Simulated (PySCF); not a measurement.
**FCI/SBKJC (core potential) run of H2Se (hydrogen selenide)**

What is the vertical ionisation energy of H2Se (hydrogen selenide) at FCI/SBKJC (core potential)? The job is set up through a Python script.

The results are computed with PySCF 2.14.0.

9 further runs of the same task are left out: 9 set aside as unsound or not needed.

## 1. Starting point

H2Se has 3 atoms, charge 0, and is taken as a singlet. SMILES: `[SeH2]`. The shape is that of a PBE0-D4/def2-TZVP optimisation.

Bond lengths: Se1–H2 1.467 Å, Se1–H3 1.467 Å. Angles: H2–Se1–H3 91.2°.

## 2. The energy at FCI/SBKJC (core potential)

job.py reads:

```python
from pyscf import gto, scf, mcscf
from pyscf import fci

system = gto.Mole()
system.atom = [
    ('Se', (0.560660, -0.274700, 0.280190)),
    ('H', (0.045430, 1.091880, 0.143880)),
    ('H', (-0.606090, -0.817190, -0.424060)),
]
system.basis = 'sbkjc'
system.ecp = {'Se': 'sbkjc'}
system.max_memory = 1860
system.verbose = 3
system.spin = 0
system.build()

mf = scf.RHF(system)
mf.conv_tol = 1e-10
mf.kernel()
if not mf.converged:
    mf = mf.newton().run(mf.mo_coeff, mf.mo_occ)

cas = mcscf.CASCI(mf, mf.mo_coeff.shape[-1] - 0, (system.nelec[0] - 0, system.nelec[1] - 0))  # full CI above the frozen core
cas.fcisolver = fci.direct_spin0.FCI(system)  # even spin states alone
cas.kernel()
print('<S^2> = %.4f' % cas.fcisolver.spin_square(cas.ci, cas.ncas, cas.nelecas)[0])
etot = cas.e_tot
print('Final energy', etot)
```

Command:

```console
$ OMP_NUM_THREADS=1 python job.py
```

Log:

```text
converged SCF energy = -10.2658147290827
CASCI E = -10.3262614939239  E(CI) = -14.9079422945637  S^2 = 0.0000000
<S^2> = 0.0000
Final energy -10.326261493923909
```

It took 1.1 s on 1 thread of AMD EPYC 9R45 (Zen 5), shared host; peak memory 0.16 GiB.

## 3. The doublet cation, same level

calc.py reads:

```python
from pyscf import gto, scf, mcscf

molecule = gto.Mole()
molecule.atom = '''
Se       0.560660      -0.274700       0.280190
H        0.045430       1.091880       0.143880
H       -0.606090      -0.817190      -0.424060
'''
molecule.spin = 1
molecule.ecp = {'Se': 'sbkjc'}
molecule.verbose = 4
molecule.charge = 1
molecule.max_memory = 1860
molecule.basis = 'sbkjc'
molecule.build()

myscf = scf.ROHF(molecule)
myscf.conv_tol = 1e-10
myscf.kernel()
if not myscf.converged:
    myscf = myscf.newton().run(myscf.mo_coeff, myscf.mo_occ)

cas = mcscf.CASCI(myscf, myscf.mo_coeff.shape[-1] - 0, (molecule.nelec[0] - 0, molecule.nelec[1] - 0))  # full CI above the frozen core
cas.fix_spin_(ss=0.75)
cas.kernel()
e_final = cas.e_tot
print('E(%s) = %.9f' % ('FCI', e_final))
```

Command:

```console
$ OMP_NUM_THREADS=1 python calc.py
```

Log:

```text
PySCF version 2.14.0

[INPUT] num. atoms = 3
[INPUT] num. electrons = 7
[INPUT] charge = 1
[INPUT] spin (= nelec alpha-beta = 2S) = 1
[INPUT] symmetry False subgroup None
[INPUT] Mole.unit = angstrom
[INPUT] Symbol           X                Y                Z      unit          X                Y                Z       unit  Magmom
[INPUT]  1 Se     0.560660000000  -0.274700000000   0.280190000000 AA    1.059493848999  -0.519107766418   0.529482362842 Bohr   0.0
[INPUT]  2 H      0.045430000000   1.091880000000   0.143880000000 AA    0.085850257839   2.063354160890   0.271893794802 Bohr   0.0
[INPUT]  3 H     -0.606090000000  -0.817190000000  -0.424060000000 AA   -1.145344106838  -1.544265291733  -0.801357260383 Bohr   0.0

nuclear repulsion = 4.58168080063978
number of shells = 8
number of NR pGTOs = 26
number of NR cGTOs = 12
basis = sbkjc
ecp = {'Se': 'sbkjc'}

******** <class 'pyscf.scf.rohf.ROHF'> ********
method = ROHF
initial guess = minao
damping factor = 0
level_shift factor = 0
DIIS = <class 'pyscf.scf.diis.CDIIS'>
diis_start_cycle = 1
diis_space = 8
diis_damp = 0
SCF conv_tol = 1e-10
SCF conv_tol_grad = None
SCF max_cycles = 50
direct_scf = True
direct_scf_tol = 1e-13
num. doubly occ = 3  num. singly occ = 1
Set gradient conv threshold to 1e-05
init E= -9.68651164866609
  HOMO = -0.18825784886622  LUMO = 0.147276161851275  gap/eV = 9.13035
cycle= 1 E= -9.89543250250362  delta_E= -0.209  |g|= 0.256  |ddm|= 1.41
  HOMO = -0.580293852395908  LUMO = -0.156385410704438  gap/eV = 11.53514
cycle= 2 E= -9.93414809310409  delta_E= -0.0387  |g|= 0.0356  |ddm|= 0.444
  HOMO = -0.516623121203986  LUMO = -0.120238794507866  gap/eV = 10.78617
cycle= 3 E= -9.93483083529217  delta_E= -0.000683  |g|= 0.00608  |ddm|= 0.0508
  HOMO = -0.519372163039242  LUMO = -0.119146574078534  gap/eV = 10.89069
cycle= 4 E= -9.93485858618521  delta_E= -2.78e-05  |g|= 0.0012  |ddm|= 0.0127
  HOMO = -0.51930212383988  LUMO = -0.119026566347677  gap/eV = 10.89205
cycle= 5 E= -9.934859804684  delta_E= -1.22e-06  |g|= 0.000138  |ddm|= 0.00281
  HOMO = -0.519323998454547  LUMO = -0.119013943276197  gap/eV = 10.89299
cycle= 6 E= -9.93485982232384  delta_E= -1.76e-08  |g|= 1.78e-05  |ddm|= 0.000389
  HOMO = -0.519316534598239  LUMO = -0.119013405980029  gap/eV = 10.89280
cycle= 7 E= -9.93485982258512  delta_E= -2.61e-10  |g|= 1.14e-06  |ddm|= 4.81e-05
  HOMO = -0.519317219093355  LUMO = -0.119013613107546  gap/eV = 10.89282
cycle= 8 E= -9.93485982258599  delta_E= -8.67e-13  |g|= 1.13e-07  |ddm|= 2.94e-06
  HOMO = -0.519317216976535  LUMO = -0.119013608135096  gap/eV = 10.89282
Extra cycle  E= -9.934859822586  delta_E= -1.42e-14  |g|= 3.07e-08  |ddm|= 2.56e-07
converged SCF energy = -9.934859822586

******** <class 'pyscf.mcscf.casci.CASCI'> ********
CAS (4e+3e, 12o), ncore = 0, nvir = 0
natorb = False
canonicalization = True
sorting_mo_energy = False
******** <class 'pyscf.fci.addons.SpinPenaltyFCISolver'> ********
max. cycles = 200
conv_tol = 1e-08
davidson only = True
linear dependence = 1e-12
level shift = 0.001
max iter space = 12
nroots = 1
pspace_size = 400
spin = None
Density matrix diagonal elements [1.98934770e+00 1.95852765e+00 1.96949724e+00 9.98948419e-01
 3.60932979e-02 2.59872635e-02 4.94561557e-03 5.42947950e-03
 2.11498745e-03 4.27140833e-03 4.39270972e-03 4.44234579e-04]
CASCI converged
CASCI E = -9.98926662795560  E(CI) = -14.5709474285954  S^2 = 0.7500000
E(FCI) = -9.989266628
```

Wall time 0.96 s (1 thread of AMD EPYC 9R45 (Zen 5), shared host); peak memory 0.14 GiB.

## 4. What came out

At FCI/SBKJC (core potential):

| quantity | value |
| --- | --- |
| singlet H2Se: total energy | -10.32626 Eh |
| singlet H2Se: dipole moment (Hartree–Fock density) | 1.70 D |
| singlet H2Se: HOMO energy (Hartree–Fock orbitals) | -9.82 eV |
| singlet H2Se: LUMO energy (Hartree–Fock orbitals) | 3.90 eV |
| singlet H2Se: HOMO–LUMO gap (Hartree–Fock orbitals) | 13.72 eV |
| singlet H2Se: correlation energy | -60.4 mEh |
| doublet cation: total energy | -9.98927 Eh |
| doublet cation: correlation energy | -54.4 mEh |
| vertical ionisation energy (to the doublet cation) | 9.170 eV |

In words: Removing an electron at fixed nuclei costs 9.17 eV (211 kcal/mol).
